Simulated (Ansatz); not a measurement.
**C₂H₆ClInO: up Jacob's ladder to CCSD(T)**

The task here is to estimate one member of a computed series from the others.

Computed with Ansatz 0.2.0, Gaussian basis. Level: functionals in def2-TZVPP, the program's frozen cores in correlated methods.

Plan: LDA (SPW92), PBE-D4, revPBE-D4, BLYP-D4, r2SCAN-D4, B97M-V, PBE0-D4, B3LYP-D4, r2SCANh-D4, r2SCAN0-D4, HSE06-D4, BHLYP-D4, CAM-B3LYP-D4, LC-ωPBE, ωB97X-V, ωB97M-V, B2PLYP, PBE-QIDH; CCSD(T)/def2-SVP; CCSD(T)/def2-TZVPP; MP2/def2-QZVPP; extrapolation to the limit; RPA on PBE.

1 further run of the same task is left out (for a known fault of the program).

**Structure used throughout**

An earlier PBE0-D4 in a triple-zeta def2 set relaxation fixed the geometry. In takes the def2 core potential; no spin-orbit term is included.

SMILES `C[CH2][In]([OH])[Cl]`, 11 atoms, charge 0, spin multiplicity 1.

Atoms are counted from 1 here; the program's logs count them from 0.

Bond lengths: C1–C2 1.520 Å, C1–H6 1.092 Å, C1–H7 1.092 Å, C1–H8 1.095 Å, C2–In3 2.149 Å, C2–H9 1.093 Å, C2–H10 1.093 Å, In3–O4 1.979 Å, In3–Cl5 2.335 Å, O4–H11 0.960 Å. Angles: C2–C1–H6 112.0°, C2–C1–H7 112.0°, C2–C1–H8 110.6°, H6–C1–H7 107.0°, H6–C1–H8 107.5°, H7–C1–H8 107.5°, C1–C2–In3 113.1°, C1–C2–H9 111.8°, C1–C2–H10 111.8°, In3–C2–H9 106.4°, In3–C2–H10 106.4°, H9–C2–H10 106.7°, C2–In3–O4 132.6°, C2–In3–Cl5 119.2°, O4–In3–Cl5 108.2°, In3–O4–H11 113.3°.

Set-up of the first run:

in.yaml reads:

```yaml
crystal:
  periodic: [false, false, false]
  atoms:
    - {symbol: C, position_ang: [-0.930671, 0.585203, 1.331099]}
    - {symbol: C, position_ang: [0.278583, -0.160796, 0.790265]}
    - {symbol: In, position_ang: [0.337724, -0.228051, -1.356520]}
    - {symbol: O, position_ang: [1.619554, -1.023691, -2.636611]}
    - {symbol: Cl, position_ang: [-1.372260, 0.792317, -2.576097]}
    - {symbol: H, position_ang: [-0.955143, 1.623004, 0.993254]}
    - {symbol: H, position_ang: [-1.869045, 0.125406, 1.015177]}
    - {symbol: H, position_ang: [-0.920327, 0.594952, 2.425507]}
    - {symbol: H, position_ang: [1.216715, 0.298639, 1.111166]}
    - {symbol: H, position_ang: [0.302821, -1.198219, 1.132786]}
    - {symbol: H, position_ang: [2.357352, -1.465763, -2.209624]}
basis:
  gaussian: {orbitals: def2-TZVPP}
hamiltonian: {xc: lda}
output: {orbitals: {seedname: orbitals}}
```

Launch:

```console
$ ansatz run in.yaml --threads 4 --pin off --events-out ev --progress --plain --max-ram 10444MiB
```

Steps of the session up to this table: LDA; PBE-D4 (GGA); revPBE-D4 (GGA); BLYP-D4 (GGA); r2SCAN-D4 (meta-GGA); B97M-V (meta-GGA); B3LYP-D4 (hybrid); r2SCANh-D4 (hybrid); r2SCAN0-D4 (hybrid); HSE06-D4 (hybrid); BHLYP-D4 (hybrid); CAM-B3LYP-D4 (range-separated); LC-ωPBE (range-separated); ωB97X-V (range-separated); ωB97M-V (range-separated); B2PLYP (double hybrid); PBE-QIDH (double hybrid).

One table of the session follows, with a row left open; its other results are not shown here.

It belongs to the step «Frontier levels by functional». 

| functional | HOMO (eV) | gap (eV) |
| --- | --- | --- |
| LDA (SPW92) | ? | ? |
| PBE-D4 | -6.64 | 4.50 |
| revPBE-D4 | -6.57 | 4.55 |
| BLYP-D4 | -6.51 | 4.39 |
| r2SCAN-D4 | -6.91 | 5.03 |
| B97M-V | -6.94 | 4.89 |
| PBE0-D4 | -7.89 | 6.61 |
| B3LYP-D4 | -7.67 | 6.07 |
| r2SCANh-D4 | -7.37 | 5.80 |
| r2SCAN0-D4 | -8.07 | 6.95 |
| HSE06-D4 | -7.49 | 5.85 |
| BHLYP-D4 | -9.01 | 8.51 |
| CAM-B3LYP-D4 | -9.20 | 8.81 |
| LC-ωPBE | -10.51 | 11.39 |
| ωB97X-V | -10.16 | 10.85 |
| ωB97M-V | -10.04 | 10.45 |

**Question.** Estimate the row for LDA (SPW92).

The run gave: HOMO (eV): -6.83; gap (eV): 4.43. In the column «HOMO (eV)» it lies between r2SCAN-D4 (-6.91) and PBE-D4 (-6.64).
